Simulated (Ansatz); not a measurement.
**CSiZn (SMILES [C]1#[Si][Zn]1): functionals against CCSD(T) at one geometry**

The atoms stand at a structure displaced at random from a GFN2-xTB minimum. How far do the functionals agree with CCSD(T) there?

Program: Ansatz 0.2.0, Gaussian basis. Level of theory: single points in def2-TZVPP. These are calculated values, not measurements.

Correlated methods freeze the cores. The 3s and 3p shells of Cu and Zn are frozen; filled d shells are correlated. B3LYP uses VWN-RPA correlation.

## 1. The system as given

SMILES `[C]1#[Si][Zn]1`, 3 atoms, charge 0, spin multiplicity 1.

Atoms are counted from 1 here; the program's logs count them from 0.

Bond lengths: C1–Si2 1.705 Å, C1–Zn3 1.816 Å, Si2–Zn3 2.375 Å. Angles: Si2–C1–Zn3 84.8°, C1–Si2–Zn3 49.6°, C1–Zn3–Si2 45.6°.

As a file:

```xyz
3
CSiZn
C     0.36290    0.73700    0.31040
Si   -1.04050    0.32810   -0.56790
Zn    0.72770   -1.04020    0.23330
```

## 2. CCSD(T)/def2-TZVPP

Contents of run/in.yaml:

```yaml
crystal:
  periodic: [false, false, false]
  atoms:
    - {symbol: C, position_ang: [0.362900, 0.737000, 0.310400]}
    - {symbol: Si, position_ang: [-1.040500, 0.328100, -0.567900]}
    - {symbol: Zn, position_ang: [0.727700, -1.040200, 0.233300]}
basis:
  gaussian: {orbitals: def2-TZVPP}
correlation: {method: ccsd_t, frozen_orbitals: {C: 1, Si: 5, Zn: 9}}
output: {forces: true}
```

No record of the launch command was kept for these runs.

## 3. PBE0-D4/def2-TZVPP

run/in.yaml, as its differences from that of step 2:

```diff
@@ -8,3 +8,3 @@
   gaussian: {orbitals: def2-TZVPP}
-correlation: {method: ccsd_t, frozen_orbitals: {C: 1, Si: 5, Zn: 9}}
-output: {forces: true}
+hamiltonian: {xc: pbe0, dispersion: d4}
+output: {forces: true, orbitals: {seedname: orbitals}}
```

## 4. wB97M-V/def2-TZVPP

run/in.yaml, as its differences from that of step 3:

```diff
@@ -8,3 +8,3 @@
   gaussian: {orbitals: def2-TZVPP}
-hamiltonian: {xc: pbe0, dispersion: d4}
-output: {forces: true, orbitals: {seedname: orbitals}}
+hamiltonian: {xc: {name: wB97M-V}}
+output: {forces: true}
```

## 5. r2SCAN-D4/def2-TZVPP

run/in.yaml, as its differences from that of step 4:

```diff
@@ -8,3 +8,3 @@
   gaussian: {orbitals: def2-TZVPP}
-hamiltonian: {xc: {name: wB97M-V}}
+hamiltonian: {xc: r2scan, dispersion: d4}
 output: {forces: true}
```

## 6. PBE-D4/def2-TZVPP

run/in.yaml, as its differences from that of step 5:

```diff
@@ -8,3 +8,3 @@
   gaussian: {orbitals: def2-TZVPP}
-hamiltonian: {xc: r2scan, dispersion: d4}
+hamiltonian: {xc: pbe, dispersion: d4}
 output: {forces: true}
```

## 7. HSE06-D4/def2-TZVPP

run/in.yaml, as its differences from that of step 6:

```diff
@@ -8,3 +8,3 @@
   gaussian: {orbitals: def2-TZVPP}
-hamiltonian: {xc: pbe, dispersion: d4}
+hamiltonian: {xc: hse06, dispersion: d4}
 output: {forces: true}
```

## 8. B3LYP-D4/def2-TZVPP

run/in.yaml, as its differences from that of step 7:

```diff
@@ -8,3 +8,3 @@
   gaussian: {orbitals: def2-TZVPP}
-hamiltonian: {xc: hse06, dispersion: d4}
+hamiltonian: {xc: {name: B3LYP}, dispersion: d4}
 output: {forces: true}
```

(Steps that only read results are left out.)

Before running it: what results should come out? Wanted: energy less free atoms, CCSD(T)/def2-TZVPP; RMS force component; RMS force error; HOMO and LUMO, PBE0-D4; T1 diagnostic.

The runs gave:

| quantity | value |
| --- | --- |
| energy less free atoms, CCSD(T)/def2-TZVPP | -133.7 kcal/mol |
| RMS force component | 0.652 to 0.932 eV/Å over the methods |
| RMS force error | PBE0-D4 0.230, wB97M-V 0.335, r2SCAN-D4 0.311, PBE-D4 0.114, HSE06-D4 0.216, B3LYP-D4 0.145 eV/Å |
| HOMO and LUMO, PBE0-D4 | -6.13 and -3.55 eV |
| T1 diagnostic | 0.038 |

Against CCSD(T) the functionals' energies less atoms differ by -19.0 to +1.3 kcal/mol, PBE-D4 by -19.0 kcal/mol. A larger basis would deepen the CCSD(T) value, while the functionals are nearly converged already, so the order here is not reliable. For forces PBE-D4 does best and wB97M-V worst. The T1 diagnostic is large here, over the usual mark for main-group molecules (transition-metal compounds often pass it harmlessly), so CCSD(T) itself may be off. The restricted Hartree–Fock reference is unstable towards an unrestricted one at one or more of these structures.
